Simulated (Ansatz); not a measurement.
**HfSi+ (quartet): from Hartree-Fock to the top rungs, def2-SVP**

How much of the correlation energy of HfSi+ (quartet) does each wave-function method recover here?

Method: def2-SVP, core rule «outside noble gas», up to 9 orbitals frozen; program: Ansatz 0.2.0, Gaussian basis.

Plan: UHF; CCSD(T) on ROHF; CCSD(T) on UHF; CISD; CCSDT(Q) on ROHF; CCSDT(Q) on UHF; CCSDTQ on ROHF.

9 further runs of the same task are left out: 5 for a known fault of the program, 1 that didn't finish, 3 set aside as unsound or not needed.

## (1) What is computed

The geometry is a PBE0/def2-TZVP stationary point (not a proven minimum) of the parent state, kept for this charge and spin. No spin-orbit coupling is included. Elements past krypton take def2 core potentials.

2 atoms, charge 1, spin multiplicity 4.

Atoms are counted from 1 here; the program's logs count them from 0.

Bond lengths: Hf1–Si2 2.516 Å.

## (2) UHF

in.yaml reads:

```yaml
crystal:
  periodic: [false, false, false]
  atoms:
    - {symbol: Hf, position_ang: [0.000000, 0.000000, 0.000000]}
    - {symbol: Si, position_ang: [0.000000, 0.000000, 2.515600]}
basis:
  gaussian: {orbitals: def2-SVP}
total_charge: 1
magnetization: {spin_polarized: true, initial_magnetization: 3}
hamiltonian: {xc: hf}
output: {orbitals: {seedname: orbitals}}
```

Run with:

```console
> ansatz run in.yaml --threads 1 --pin off --events-out ev --progress --plain --max-ram 4096MiB --backend cpu
```

Further steps of the session: CCSD(T) on ROHF; CCSD(T) on UHF; CISD; CCSDT(Q) on ROHF; CCSDT(Q) on UHF; CCSDTQ on ROHF.

**Question.** What will the summary of the whole plan be? Wanted: RCCSDTQ below the RHF energy; RMP2 from RCCSDTQ; UMP2 from RCCSDTQ; RCCSD from RCCSDTQ; RCCSD(T) from RCCSDTQ; UCCSD(T) from RCCSDTQ; RCCSDT(Q) from RCCSDTQ; UCCSDT(Q) from RCCSDTQ; T1 diagnostic.

**Answer**, as computed:

| quantity | value |
| --- | --- |
| RCCSDTQ below the RHF energy | -4.2789 eV |
| RMP2 from RCCSDTQ | +913.1 meV |
| UMP2 from RCCSDTQ | +1236.4 meV |
| RCCSD from RCCSDTQ | +376.6 meV |
| RCCSD(T) from RCCSDTQ | +97.5 meV |
| UCCSD(T) from RCCSDTQ | +79.1 meV |
| RCCSDT(Q) from RCCSDTQ | +6.5 meV |
| UCCSDT(Q) from RCCSDTQ | -18.6 meV |
| levels within 1 kcal/mol (43 meV) | RCCSDT, UCCSDT, RCCSDT(Q), UCCSDT(Q) |
| T1 diagnostic | 0.042 |

In words: RCCSD(T) lands +97.5 meV from the yardstick (2.3 % of the correlation energy). Coupled cluster took another determinant than the lowest Hartree-Fock one. These misses are within one basis, not against nature; the frozen cores of restricted and unrestricted runs differ, which can shift their rows.
